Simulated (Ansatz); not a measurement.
# SiHBr (singlet): from Hartree-Fock to the top rungs at a displaced geometry (v1), cc-pVDZ

One table from this session's results is given with a row withheld; the runs are named, their logs left out.

Computed with Ansatz 0.2.0, Gaussian basis. Level: cc-pVDZ, core rule «outside noble gas», up to 19 orbitals frozen.

The runs, in order: UHF; CCSD(T) on RHF; CCSD(T) on UHF; BCCD(T) on RHF; CISD; CCSDT(Q) on RHF; CCSDT(Q) on UHF; CASSCF and MRCISD+Q, 12 electrons in 9 orbitals; CASSCF and MRCISD+Q(relaxed), 12 electrons in 9 orbitals; CASSCF and NEVPT2, 12 electrons in 9 orbitals.

21 further runs of the same task are left out: 11 that didn't finish, 10 set aside as unsound or not needed.

### What is computed

The geometry is a PBE0/def2-TZVP stationary point (not a proven minimum) with its atoms shifted at random (size 0.040 Å). No spin-orbit coupling is included. The filled d shell of Br may be among the frozen orbitals whatever the setting's name suggests; the logs give the count.

3 atoms, charge 0, spin multiplicity 1.

Atoms are counted from 1 here; the program's logs count them from 0.

Bond lengths: Si1–Br2 2.255 Å, Si1–H3 1.565 Å. Angles: Br2–Si1–H3 92.3°.

Set-up of the first run:

Input file in.yaml:

```yaml
crystal:
  periodic: [false, false, false]
  atoms:
    - {symbol: Si, position_ang: [0.000175, -0.084666, 1.650715]}
    - {symbol: Br, position_ang: [-0.000658, 0.011156, -0.602651]}
    - {symbol: H, position_ang: [0.047306, 1.474784, 1.778924]}
basis:
  gaussian: {orbitals: cc-pVDZ}
magnetization: {spin_polarized: true, initial_magnetization: 0}
hamiltonian: {xc: hf}
output: {orbitals: {seedname: orbitals}}
```

Launch:

```bash
> ansatz run in.yaml --threads 1 --pin off --events-out ev --progress --plain --max-ram 2393MiB
```

Among the steps run: UHF; CCSD(T) on RHF; CCSD(T) on UHF; BCCD(T) on RHF; CISD; CCSDT(Q) on RHF; CCSDT(Q) on UHF; CASSCF and MRCISD+Q, 12 electrons in 9 orbitals; CASSCF and MRCISD+Q(relaxed), 12 electrons in 9 orbitals; CASSCF and NEVPT2, 12 electrons in 9 orbitals.

One of the session's tables, all rows but one given; the rest of the session is left out.

```
                   method  from RCCSDT(Q) (meV)
                      RHF               +6319.9
                      UHF               +6297.2
                     RMP2               +1017.6
                     CISD                +716.4
                    RCCSD                +194.6
                 RCCSD(T)                 +36.3
                  BCCD(T)                 +35.5
                   RCCSDT                 +13.6
                RCCSDT(Q)                     0
           CASSCF valence               +4971.8
           NEVPT2 valence               +1176.1
           MRCISD valence                     ?
         MRCISD+Q valence                 +51.8
MRCISD+Q(relaxed) valence                  +7.7
```

Q: Estimate the row for MRCISD valence from the others.

The run gave: from RCCSDT(Q) (meV): +429.5. In the column «from RCCSDT(Q) (meV)» it lies between RCCSD (+194.6) and CISD (+716.4).

Not comparable, so not listed: CCSD(T) on UHF; CCSDT(Q) on UHF (they don't share determinant, frozen orbitals or solution with the rows shown, or repeat one).

Caveats from the session: Warnings: restricted reference is unstable; spin contamination.
